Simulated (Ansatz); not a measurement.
**H3NaSiTe (SMILES [Na][SiH2][TeH]): single points off equilibrium**

An exercise on one series of results from a longer session: the logs are not shown, and one member is left open.

The runs use Ansatz 0.2.0, Gaussian basis; single points in def2-TZVPP.

Correlated methods freeze the cores. Filled d shells of the heavier atoms are correlated. Core potentials replace the inner electrons past krypton, and spin-orbit coupling is left out. The outer core shell of Li, Na, Mg and K is correlated.

### The system as given

SMILES `[Na][SiH2][TeH]`, 6 atoms, charge 0, spin multiplicity 1.

Atoms are counted from 1 here; the program's logs count them from 0.

Bond lengths: Na1–Si2 2.624 Å, Si2–Te3 2.602 Å, Si2–H4 1.329 Å, Te3–H6 1.656 Å. Angles: Na1–Si2–Te3 100.8°, Na1–Si2–H4 142.7°, Te3–Si2–H4 90.6°, Si2–Te3–H6 94.8°.

Coordinates:

```mol
H3NaSiTe
  3D, bonds by distance, orders not assigned

  6  4  0  0  0  0  0  0  0  0999 V2000
   -2.4925    0.5513    0.4298 Na  0  0
   -0.3155   -0.5643   -0.5204 Si  0  0
    1.4655    0.3494    1.1425 Te  0  0
    0.3316   -1.7226   -0.5978 H   0  0
    0.4801   -0.1403   -2.0391 H   0  0
    0.6036    1.7079    1.5358 H   0  0
  1  2  8  0
  2  3  8  0
  2  4  8  0
  3  6  8  0
M  END
```

The first run:

run/in.yaml reads:

```yaml
crystal:
  periodic: [false, false, false]
  atoms:
    - {symbol: Na, position_ang: [-2.492500, 0.551300, 0.429800]}
    - {symbol: Si, position_ang: [-0.315500, -0.564300, -0.520400]}
    - {symbol: Te, position_ang: [1.465500, 0.349400, 1.142500]}
    - {symbol: H, position_ang: [0.331600, -1.722600, -0.597800]}
    - {symbol: H, position_ang: [0.480100, -0.140300, -2.039100]}
    - {symbol: H, position_ang: [0.603600, 1.707900, 1.535800]}
basis:
  gaussian: {orbitals: def2-TZVPP}
correlation: {method: ccsd_t}
output: {forces: true}
```

The command line of these runs was not kept.

Steps of the session up to this table: CCSD(T)/def2-TZVPP; PBE0-D4/def2-TZVPP; wB97M-V/def2-TZVPP; r2SCAN-D4/def2-TZVPP; PBE-D4/def2-TZVPP; SPW92/def2-TZVPP; B97M-V/def2-TZVPP.

One table of the session follows, with a row left open; its other results are not shown here.

| method | RMS force component (eV/Å) | angle to CCSD(T) forces (°) | dipole (D) |
| --- | --- | --- | --- |
| CCSD(T) | 1.537 | reference | 9.68 |
| PBE0-D4 | 1.531 | 3.0 | 9.25 |
| wB97M-V | ? | ? | ? |
| r2SCAN-D4 | 1.524 | 2.4 | 9.41 |
| PBE-D4 | 1.525 | 7.6 | 8.75 |
| SPW92 | 1.560 | 7.2 | 8.80 |
| B97M-V | 1.482 | 3.7 | 9.22 |

Q: Estimate the row for wB97M-V from the others.

The run gave: RMS force component (eV/Å): 1.526; angle to CCSD(T) forces (°): 2.2; dipole (D): 9.55. In the column «RMS force component (eV/Å)» it lies between PBE-D4 (1.525) and PBE0-D4 (1.531).
